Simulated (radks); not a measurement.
# Nuclear size and the levels of Ti²⁺

Aim: how the total energy, the levels and the density at the nucleus of Ti²⁺ respond when the nuclear radius is scaled.

Program: radks (a radial shooting solver on a logarithmic mesh, Libxc functionals) version 1. Level of theory: Dirac Kohn-Sham, LDA (Slater exchange, Perdew-Wang correlation), spin-unpolarised, spherical densities, finite nucleus; open shells fill j = l - 1/2 first. These are calculated values, not measurements, unless marked.

## Step 1: Starting point

```
element            : titanium (Z = 22)
charge             : +2
electrons          : 20
configuration      : [Ar] 3d2
nuclear rms radius : 3.5921 fm
```

## Step 2: rms radius 3.5921 fm

Input:

```text
Z 22
configuration [Ar] 3d2 4s0 4p0
relativity Dirac
functional lda,pw
spin unpolarised
j_filling energy
nucleus finite rms 3.5921 fm
c 137.035999084
```

## Step 3: rms radius 3.1036 fm

Changes since step 2:

```diff
@@ -6,3 +6,3 @@
 j_filling energy
-nucleus finite rms 3.5921 fm
+nucleus finite rms 3.1036 fm
 c 137.035999084
```

## Step 4: rms radius 3.4556 fm

Changes since step 3:

```diff
@@ -6,3 +6,3 @@
 j_filling energy
-nucleus finite rms 3.1036 fm
+nucleus finite rms 3.4556 fm
 c 137.035999084
```

## Step 5: rms radius 3.8507 fm

Changes since step 4:

```diff
@@ -6,3 +6,3 @@
 j_filling energy
-nucleus finite rms 3.4556 fm
+nucleus finite rms 3.8507 fm
 c 137.035999084
```

## Step 6: rms radius 4.0016 fm

Changes since step 5:

```diff
@@ -6,3 +6,3 @@
 j_filling energy
-nucleus finite rms 3.8507 fm
+nucleus finite rms 4.0016 fm
 c 137.035999084
```

Before running it: what results should come out? Wanted: for each run, rms radius; total energy shift; density at nucleus; 1s1/2 shift; 2s1/2 shift; 2p1/2 shift; 3s1/2 shift.

The runs gave:

```
rms radius (fm)  total energy shift (eV)  density at nucleus (e/bohr³)  1s1/2 shift (meV)  2s1/2 shift (meV)  2p1/2 shift (meV)  3s1/2 shift (meV)
         3.1036                  -0.0123                          8475              -5.21             -0.436             0.0552            -0.0601
         3.4556                 -0.00361                          8447              -1.53             -0.128             0.0162            -0.0176
         3.5921                        0                          8437                  0                  0                  0                  0
         3.8507                  0.00722                          8419               3.06              0.256            -0.0324             0.0352
         4.0016                   0.0117                          8409               4.94              0.413            -0.0523             0.0569
```

Shifts are against the first run. Over the range the 1s1/2 level moves by 0.0101 eV and the 3s1/2 level by 0.117 meV. A larger nucleus binds the 1s electrons less and lowers the density at its centre. These are shifts of eigenvalues, not the field shifts of spectral lines.
